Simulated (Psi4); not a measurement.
# BHLYP/def2-TZVP (core potential) run of ZrO (SMILES [O][Zr])

What is the energy change on altering one bond length of ZrO at BHLYP/def2-TZVP (core potential)? 

Program for the calculation: Psi4 1.11.

1 further run of the same task is left out (set aside as unsound or not needed).

## 1. Starting point

ZrO has 2 atoms, charge 0, and is taken as a singlet. As SMILES, `[O][Zr]`. The bond length is the measured one.

Bond lengths: O1–Zr2 1.712 Å.

## 2. Energy and gradient at BHLYP/def2-TZVP (core potential)

File calc.dat:

```
memory 1.6 GB

molecule {
  O
  Zr 1 1.7116
  symmetry c1
  no_reorient
  no_com
}

set {
  basis                def2-TZVP
  puream               true
  e_convergence        1e-09
  d_convergence        1e-08
  scf_type             pk
  dft_radial_points    99
  dft_spherical_points 590
}

result, w = gradient('bhhlyp', return_wfn=True)
oeprop(w, 'LOWDIN_CHARGES', 'DIPOLE', 'MAYER_INDICES')
```

Launch:

```console
psi4 -n 1 calc.dat calc.out
```

calc.out:

```text
[...]
    !!!  WARNING: ECP capability is in beta. Please check occupations closely.  !!!
[...]
  Running in c1 symmetry.
[...]
  Nuclear repulsion =   29.680423127085774
[...]
  Multiplicity = 1
[...]
  Nalpha       = 10
  Nbeta        = 10
[...]
    Number of basis functions: 71
[...]
   @RKS iter   1:  -121.70763448604322   -7.88625e-02   1.39740e-02 DIIS/ADIIS
[...]
   @RKS iter  15:  -122.13939685188519   -8.25651e-12   6.63159e-09 DIIS
[...]
    Orbital Energies [Eh]
    ---------------------
    Doubly Occupied:
       1A    -19.683353     2A     -2.362304     3A     -1.469931
       4A     -1.430904     5A     -1.430904     6A     -0.989697
       7A     -0.417368     8A     -0.414970     9A     -0.414970
      10A     -0.217330
[...]
  @RKS Final Energy:  -122.13939685188519
   => Energetics <=
    Nuclear Repulsion Energy =             29.6804231270857741
    One-Electron Energy =                -240.6238969472919962
    Two-Electron Energy =                  96.2871473593195901
    DFT Exchange-Correlation Energy =      -7.4830703909985425
    Empirical Dispersion Energy =           0.0000000000000000
    VV10 Nonlocal Energy =                  0.0000000000000000
    Total Energy =                       -122.1393968518851949
[...]
  -Total Gradient:
     Atom            X                  Y                   Z
    ------   -----------------  -----------------  -----------------
       1        0.000000008409     0.000000023118    -0.013495871117
       2       -0.000000008408    -0.000000023118     0.013499389609
[...]
 Multipole Moments:
 ------------------------------------------------------------------------------------
     Multipole            Electronic (a.u.)      Nuclear  (a.u.)        Total (a.u.)
 ------------------------------------------------------------------------------------
 L = 1.  Multiply by 2.5417464519 to convert [e a0] to [Debye]
 Dipole X            :          0.0000004            0.0000000            0.0000004
 Dipole Y            :          0.0000003            0.0000000            0.0000003
 Dipole Z            :         17.2606777          -16.1050990            1.1555787
 Magnitude           :                                                    1.1555787
[...]
```

It took 5.4 s on 1 thread of Intel Xeon 6975P-C (Granite Rapids), shared host; peak memory 0.47 GiB.

## 3. The distorted shape: a single-point energy at BHLYP/def2-TZVP (core potential)

File job.json:

```json
{
  "schema_name": "qcschema_input",
  "schema_version": 1,
  "molecule": {
    "schema_name": "qcschema_molecule",
    "schema_version": 2,
    "symbols": ["O", "Zr"],
    "geometry": [0.0, 0.0, -0.97037436, 0.0, 0.0, 3.23445523],
    "molecular_charge": 0,
    "molecular_multiplicity": 1,
    "fix_symmetry": "c1",
    "fix_com": true,
    "fix_orientation": true
  },
  "driver": "energy",
  "model": {
    "method": "bhhlyp",
    "basis": "def2-TZVP"
  },
  "keywords": {
    "puream": true,
    "e_convergence": 1e-09,
    "d_convergence": 1e-08,
    "scf_type": "pk",
    "dft_radial_points": 99,
    "dft_spherical_points": 590
  }
}
```

Launch:

```console
psi4 --qcschema job.json -n 1 --memory 1600MB
```

stdout:

```text
[...]
    !!!  WARNING: ECP capability is in beta. Please check occupations closely.  !!!
[...]
  Running in c1 symmetry.
[...]
  Nuclear repulsion =   22.830889562875246
[...]
  Multiplicity = 1
[...]
  Nalpha       = 10
  Nbeta        = 10
[...]
    Number of basis functions: 71
[...]
   @RKS iter   1:  -121.36375120546083   -6.31620e-02   1.48165e-02 ADIIS/DIIS
[...]
   @RKS iter  21:  -122.00511105485877   -5.24381e-12   4.75525e-09 DIIS
[...]
    Orbital Energies [Eh]
    ---------------------
    Doubly Occupied:
       1A    -19.650147     2A     -2.406915     3A     -1.476403
       4A     -1.476403     5A     -1.460341     6A     -0.940394
       7A     -0.337383     8A     -0.306296     9A     -0.306296
      10A     -0.246636
[...]
  @RKS Final Energy:  -122.00511105485877
   => Energetics <=
    Nuclear Repulsion Energy =             22.8308895628752460
    One-Electron Energy =                -227.1727507111785656
    Two-Electron Energy =                  89.7210568259078940
    DFT Exchange-Correlation Energy =      -7.3843067324633589
    Empirical Dispersion Energy =           0.0000000000000000
    VV10 Nonlocal Energy =                  0.0000000000000000
    Total Energy =                       -122.0051110548587729
[...]
 Multipole Moments:
 ------------------------------------------------------------------------------------
     Multipole            Electronic (a.u.)      Nuclear  (a.u.)        Total (a.u.)
 ------------------------------------------------------------------------------------
 L = 1.  Multiply by 2.5417464519 to convert [e a0] to [Debye]
 Dipole X            :          0.0000000            0.0000000            0.0000000
 Dipole Y            :          0.0000006            0.0000000            0.0000006
 Dipole Z            :        -28.4034422           31.0504679            2.6470256
 Magnitude           :                                                    2.6470256
[...]
```

The result, in JSON:

```text
{
 "driver": "energy",
 "model": {
  "method": "bhhlyp",
  "basis": "def2-TZVP"
 },
 "success": true,
 "return_result": -122.00511105485877,
 "properties": {
  "calcinfo_nbasis": 71,
  "calcinfo_nmo": 71,
  "calcinfo_nalpha": 10,
  "calcinfo_nbeta": 10,
  "calcinfo_natom": 2,
  "nuclear_repulsion_energy": 22.830889562875246,
  "return_energy": -122.00511105485877,
  "scf_one_electron_energy": -227.17275071117857,
  "scf_two_electron_energy": 89.7210568259079,
  "scf_xc_energy": -7.384306732463359,
  "scf_dipole_moment": [3.405933052847768e-09, 5.781103583674321e-07, 2.6470256472327804],
  "scf_total_energy": -122.00511105485877,
  "scf_iterations": 21
 }
}
```

Run time: 4.8 s. Hardware: 1 thread of Intel Xeon 6975P-C (Granite Rapids), shared host; peak memory 0.47 GiB.

## 4. Summary of results

Level: BHLYP/def2-TZVP (core potential).

| quantity | value |
| --- | --- |
| first shape: total energy | -122.13940 Eh |
| first shape: dipole moment | 2.94 D |
| first shape: HOMO energy | -5.91 eV |
| first shape: LUMO energy | -1.95 eV |
| first shape: HOMO–LUMO gap | 3.96 eV |
| first shape: largest force on an atom | 0.694 eV/Å |
| distorted shape: total energy | -122.00511 Eh |
| distorted shape: dipole moment | 6.73 D |
| distorted shape: HOMO energy | -6.71 eV |
| distorted shape: LUMO energy | -2.85 eV |
| distorted shape: HOMO–LUMO gap | 3.86 eV |
| energy change with the O1–Zr2 bond stretched from 1.712 to 2.225 Å | 3.654 eV |

**Reading.** With the O1–Zr2 bond stretched from 1.712 to 2.225 Å the energy rises by 3.65 eV (84 kcal/mol). The first shape isn't relaxed at this level, so the change isn't measured from a minimum. The largest force (first shape) is 0.69 eV/Å: the shape isn't a stationary point for this species at this level.
